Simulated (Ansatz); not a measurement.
**AlClH6SiSn: up Jacob's ladder to CCSD(T)**

How much do the methods differ for AlClH6SiSn? The plan is to run it at one geometry with functionals of several rungs and with coupled cluster. The yardstick is the atomisation energy at the CCSD(T) limit.

Method: functionals in def2-TZVPP, the program's frozen cores in correlated methods; program: Ansatz 0.2.0, Gaussian basis.

Plan: LDA (SPW92), PBE-D4, revPBE-D4, BLYP-D4, r2SCAN-D4, B97M-V, PBE0-D4, B3LYP-D4, r2SCANh-D4, r2SCAN0-D4, HSE06-D4, BHLYP-D4, CAM-B3LYP-D4, LC-ωPBE, ωB97X-V, ωB97M-V, B2PLYP, PBE-QIDH; CCSD(T)/def2-SVP; CCSD(T)/def2-TZVPP; MP2/def2-QZVPP; extrapolation to the limit; RPA on PBE.

**1. The geometry**

All runs share one geometry, relaxed beforehand with PBE0-D4 in a triple-zeta def2 set. Sn takes the def2 core potential; no spin-orbit term is included.

SMILES `[SiH3][Al]([Cl])[SnH3]`, 10 atoms, charge 0, spin multiplicity 1.

Atoms are counted from 1 here; the program's logs count them from 0.

Bond lengths: Si1–Al2 2.453 Å, Si1–H5 1.491 Å, Si1–H6 1.491 Å, Si1–H7 1.488 Å, Al2–Cl3 2.108 Å, Al2–Sn4 2.657 Å, Sn4–H8 1.712 Å, Sn4–H9 1.708 Å, Sn4–H10 1.712 Å. Angles: Al2–Si1–H5 109.7°, Al2–Si1–H6 109.7°, Al2–Si1–H7 112.9°, H5–Si1–H6 107.2°, H5–Si1–H7 108.6°, H6–Si1–H7 108.6°, Si1–Al2–Cl3 117.3°, Si1–Al2–Sn4 126.3°, Cl3–Al2–Sn4 116.4°, Al2–Sn4–H8 111.1°, Al2–Sn4–H9 113.0°, Al2–Sn4–H10 111.2°, H8–Sn4–H9 107.5°, H8–Sn4–H10 106.3°, H9–Sn4–H10 107.5°.

**2. LDA**

This LDA is Slater exchange with PW92 correlation.

in.yaml reads:

```yaml
crystal:
  periodic: [false, false, false]
  atoms:
    - {symbol: Si, position_ang: [0.028180, 1.416944, -1.811312]}
    - {symbol: Al, position_ang: [0.885402, -0.112565, -0.096163]}
    - {symbol: Cl, position_ang: [2.951984, -0.529517, -0.118402]}
    - {symbol: Sn, position_ang: [-0.540065, -1.307378, 1.801346]}
    - {symbol: H, position_ang: [-1.010113, 0.725459, -2.628086]}
    - {symbol: H, position_ang: [-0.628444, 2.586520, -1.160022]}
    - {symbol: H, position_ang: [1.092071, 1.917674, -2.722796]}
    - {symbol: H, position_ang: [-1.766373, -2.291326, 1.124968]}
    - {symbol: H, position_ang: [0.406123, -2.296830, 2.821973]}
    - {symbol: H, position_ang: [-1.335666, -0.160182, 2.791494]}
basis:
  gaussian: {orbitals: def2-TZVPP}
hamiltonian: {xc: lda}
output: {orbitals: {seedname: orbitals}}
```

On the command line:

```bash
$ ansatz run in.yaml --threads 4 --pin off --events-out ev --progress --plain --max-ram 10444MiB
```

Further steps of the session: PBE-D4 (GGA); revPBE-D4 (GGA); BLYP-D4 (GGA); r2SCAN-D4 (meta-GGA); B97M-V (meta-GGA); B3LYP-D4 (hybrid); r2SCANh-D4 (hybrid); r2SCAN0-D4 (hybrid); HSE06-D4 (hybrid); BHLYP-D4 (hybrid); CAM-B3LYP-D4 (range-separated); LC-ωPBE (range-separated); ωB97X-V (range-separated); ωB97M-V (range-separated); B2PLYP (double hybrid); PBE-QIDH (double hybrid); CCSD(T) in def2-SVP; CCSD(T) in def2-TZVPP; MP2 in def2-QZVPP; RPA on PBE orbitals.

**Question.** What will the summary of the whole plan be? Wanted: atomisation energy, CCSD(T)/CBS; farthest beyond LDA; mean size of error, GGA; mean size of error, meta-GGA; mean size of error, hybrid; mean size of error, range-separated; mean size of error, double hybrid; gap, smallest and largest; T1 diagnostic.

As calculated:

| quantity | value |
| --- | --- |
| atomisation energy, CCSD(T)/CBS | 2610.5 kJ/mol |
| functionals within 26.1 kJ/mol (1.0 %) | r2SCAN-D4, r2SCANh-D4, ωB97X-V, ωB97M-V |
| farthest beyond LDA | revPBE-D4 (-104.5 kJ/mol) |
| mean size of error, GGA | 82.5 kJ/mol |
| mean size of error, meta-GGA | 25.2 kJ/mol |
| mean size of error, hybrid | 45.1 kJ/mol |
| mean size of error, range-separated | 31.8 kJ/mol |
| mean size of error, double hybrid | 67.5 kJ/mol |
| gap, smallest and largest | 3.10 eV (LDA (SPW92)), 9.25 eV (LC-ωPBE) |
| T1 diagnostic | 0.0133 |
| triples share of the correlation energy | 3.3 % |

In words: The LDA atomisation energy is off by 257.1 kJ/mol (10 %): it overbinds. PBE-D4 misses by -59.4 kJ/mol. Double hybrids carry the basis error of their MP2 part in triple zeta, and no dispersion term here, so their miss is partly the set-up's. By mean error the best rung here is meta-GGA (25.2 kJ/mol) and the worst beyond LDA is GGA (82.5 kJ/mol). The gap between the best rungs is small, so their order is not settled. The reference freezes the cores and leaves out spin-orbit coupling and excitations past (T), and its outer-core shells are covered unevenly, so misses under about 26.1 kJ/mol can't be ranked. All levels share the lack of spin-orbit coupling, which lowers the free heavy atoms and so the true binding. Hartree-Fock recovers 75 % of the binding; the rest is correlation. CCSD(T) in def2-SVP is off by -200.5 kJ/mol, more than most functionals: a good method in a small basis is no reference. Orbital gaps span 3.1 to 9.3 eV; exact exchange widens them. Correlated methods include outer-core shells of Sn, which these sets cover unevenly.
